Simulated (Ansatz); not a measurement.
Runs of Ansatz 0.2.0 on HPbNO4. The typed cell holds 7 atoms: a = 4.204 Å, b = 4.339 Å, c = 6.729 Å, α = 71.95°, β = 72.29°, γ = 62.23°. The cell was built by a generator and needn't be a form met in nature.

| task | level | potentials or basis | cell | k mesh | cutoff (eV) | points for each segment of the path | gap on the mesh (eV) | pressure (GPa) | relaxed volume (Å³/atom) | largest force (eV/Å) |
| --- | --- | --- | --- | --- | --- | --- | --- | --- | --- | --- |
| band structure | revPBE | Ansatz PAW | as given | 7 × 7 × 5 | 420 | 10 | (a) | 2.1 | - | 0.18 |
| single point | PBE | SPMS NC | as given | 7 × 7 × 5 | 1034 | - | 2.79 | (b) | - | 0.17 |
| band structure | PBE | Ansatz PAW | as given | 7 × 7 × 5 | 420 | 10 | 2.82 | 0.0 | - | - |
| relaxation of cell and atoms | PBE | Ansatz PAW | relaxed | 5 × 5 × 3 | 420 | - | 2.87 | 0.0 | 14.48 | - |
| relaxation of cell and atoms | PBE+D3(BJ) | Ansatz PAW | relaxed | 5 × 5 × 3 | 420 | - | 2.84 | 0.0 | 14.14 | - |

Alike in all rows: no spin polarisation; smearing fermi-dirac 0.05 eV.

Problem. Fill in the values left out.

Solution. (a) 2.86; (b) -0.1.

Caveats: spin-orbit coupling is left out, which as a rule narrows the gap of such compounds by several tenths of an eV; odd divisions of the mesh miss points on the zone boundary, where band edges often lie, so the gap on the mesh can be too wide (some runs); the plane-wave basis is chosen anew once the cell has moved, so the energies of steps on either side of that aren't comparable (some runs); the PAW data sets come from PBE, with cores solved anew for the run's functional, which leaves a small shift of forces and pressure (some runs).

A k mesh can miss the band edges, and the runs leave out spin-orbit coupling on Pb.
